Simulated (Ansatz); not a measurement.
# C2H4AlN: the cost of one run

Method: RKS PBE0-D4/def2-mTZVP, in Ansatz 0.2.0.

1 further run of the same task is left out (it didn't finish).

## Step 1: The starting structure

Bond lengths: N1–C2 1.146 Å, C2–C3 1.466 Å, C3–Al4 1.920 Å, C3–H5 1.145 Å, C3–H6 1.114 Å, Al4–H7 1.586 Å, Al4–H8 1.597 Å. Angles: N1–C2–C3 177.7°, C2–C3–Al4 111.9°, C2–C3–H5 108.5°, C2–C3–H6 109.6°, Al4–C3–H5 107.1°, Al4–C3–H6 111.9°, H5–C3–H6 107.6°, C3–Al4–H7 119.9°, C3–Al4–H8 118.3°, H7–Al4–H8 113.6°.

As a file:

```xyz
8

N    -0.3093    1.0230    2.4309
C     0.0111    0.8300    1.3480
C     0.4547    0.5382   -0.0181
Al   -0.6120   -0.8303   -0.8412
H     1.5297    0.1471    0.0253
H     0.4612    1.4776   -0.6173
H    -0.4776   -1.1099   -2.3967
H    -0.9657   -2.1328    0.0133
```

## Step 2: Relaxing end A

input.yaml reads:

```yaml
crystal:
  periodic: [false, false, false]
  atoms:
    - { symbol: "N", position_ang: [-0.3093, 1.023, 2.4309] }
    - { symbol: C, position_ang: [0.0111, 0.83, 1.348] }
    - { symbol: C, position_ang: [0.4547, 0.5382, -0.0181] }
    - { symbol: Al, position_ang: [-0.612, -0.8303, -0.8412] }
    - { symbol: H, position_ang: [1.5297, 0.1471, 0.0253] }
    - { symbol: H, position_ang: [0.4612, 1.4776, -0.6173] }
    - { symbol: H, position_ang: [-0.4776, -1.1099, -2.3967] }
    - { symbol: H, position_ang: [-0.9657, -2.1328, 0.0133] }
basis:
  gaussian: { orbitals: def2-mTZVP }
hamiltonian:
  xc: pbe0
  dispersion: d4
relax:
  f_tol: 0.02
  max_steps: 50
```

On the command line:

```sh
> ansatz run input.yaml --threads 2 --pin off --max-ram 3072MiB --backend cpu --events-out ev --progress --plain --runs-dir out
```

**Question.** How long does this run take on 2 threads of Arm Neoverse V1, shared host, and how much memory does it need?

About 14 s, with a peak of 0.16 GiB.
